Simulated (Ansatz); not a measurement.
# C4H6F4: small, medium and large basis sets

The task here is to estimate one member of a computed series from the others.

Method: one geometry, several basis sets; program: Ansatz 0.2.0, Gaussian basis.

The runs, in order: PBE0-D4/def2-SVP; ωB97M-V/def2-SVP; PBE0-D4/def2-QZVPP; ωB97M-V/def2-QZVPP; the functionals' def2-TZVPP values are taken from earlier runs.

## The relaxed structure

The geometry comes from an earlier relaxation with PBE0-D4 in a triple-zeta def2 set; it is a stationary point, not always the lowest conformer.

SMILES `FCC(F)(CF)CF`, 14 atoms, charge 0, spin multiplicity 1.

Atoms are counted from 1 here; the program's logs count them from 0.

Bond lengths: F1–C2 1.376 Å, C2–C3 1.513 Å, C2–H9 1.091 Å, C2–H10 1.093 Å, C3–F4 1.388 Å, C3–C5 1.522 Å, C3–C7 1.512 Å, C5–F6 1.379 Å, C5–H11 1.091 Å, C5–H12 1.094 Å, C7–F8 1.378 Å, C7–H13 1.093 Å, C7–H14 1.093 Å. Angles: F1–C2–C3 110.1°, F1–C2–H9 108.7°, F1–C2–H10 108.5°, C3–C2–H9 109.6°, C3–C2–H10 110.0°, H9–C2–H10 109.9°, C2–C3–F4 108.4°, C2–C3–C5 112.3°, C2–C3–C7 111.4°, F4–C3–C5 105.2°, F4–C3–C7 108.9°, C5–C3–C7 110.3°, C3–C5–F6 109.8°, C3–C5–H11 109.3°, C3–C5–H12 110.1°, F6–C5–H11 109.1°, F6–C5–H12 108.7°, H11–C5–H12 109.8° and more.

The first run:

File in.yaml:

```yaml
crystal:
  periodic: [false, false, false]
  atoms:
    - {symbol: F, position_ang: [-2.037479, -0.086939, 1.212151]}
    - {symbol: C, position_ang: [-0.809263, -0.665923, 0.987120]}
    - {symbol: C, position_ang: [-0.205304, -0.123049, -0.289250]}
    - {symbol: F, position_ang: [-1.001385, -0.519821, -1.355238]}
    - {symbol: C, position_ang: [-0.213007, 1.398569, -0.331268]}
    - {symbol: F, position_ang: [0.521338, 1.898973, 0.722885]}
    - {symbol: C, position_ang: [1.196555, -0.647060, -0.502760]}
    - {symbol: F, position_ang: [1.262707, -2.003276, -0.270031]}
    - {symbol: H, position_ang: [-0.942857, -1.745127, 0.899427]}
    - {symbol: H, position_ang: [-0.157338, -0.438935, 1.834761]}
    - {symbol: H, position_ang: [-1.240296, 1.756508, -0.251528]}
    - {symbol: H, position_ang: [0.231053, 1.751345, -1.266347]}
    - {symbol: H, position_ang: [1.493313, -0.460088, -1.538433]}
    - {symbol: H, position_ang: [1.889064, -0.144377, 0.177412]}
basis:
  gaussian: {orbitals: def2-SVP}
hamiltonian: {xc: pbe0, dispersion: d4}
output: {orbitals: {seedname: orbitals}}
```

On the command line:

```
$ ansatz run in.yaml --threads 2 --pin off --events-out ev --progress --plain --max-ram 32768MiB --backend cpu
```

Steps of the session up to this table: PBE0-D4 in def2-SVP; ωB97M-V in def2-SVP; PBE0-D4 in def2-QZVPP; ωB97M-V in def2-QZVPP.

One of the session's tables, all rows but one given; the rest of the session is left out.

It belongs to the step «Density functionals: the series». 

| functional | basis | HOMO (eV) | LUMO (eV) |
| --- | --- | --- | --- |
| PBE0-D4 | def2-SVP | -9.38 | 1.54 |
| PBE0-D4 | def2-TZVPP | -9.53 | 0.99 |
| PBE0-D4 | def2-QZVPP | -9.57 | 0.65 |
| ωB97M-V | def2-SVP | -11.75 | 3.53 |
| ωB97M-V | def2-TZVPP | ? | ? |
| ωB97M-V | def2-QZVPP | -11.97 | 1.86 |

**Question.** Estimate the row for ωB97M-V, def2-TZVPP.

**Answer.** HOMO (eV): -11.92; LUMO (eV): 2.76. In the column «HOMO (eV)» it lies between ωB97M-V, def2-QZVPP (-11.97) and ωB97M-V, def2-SVP (-11.75).
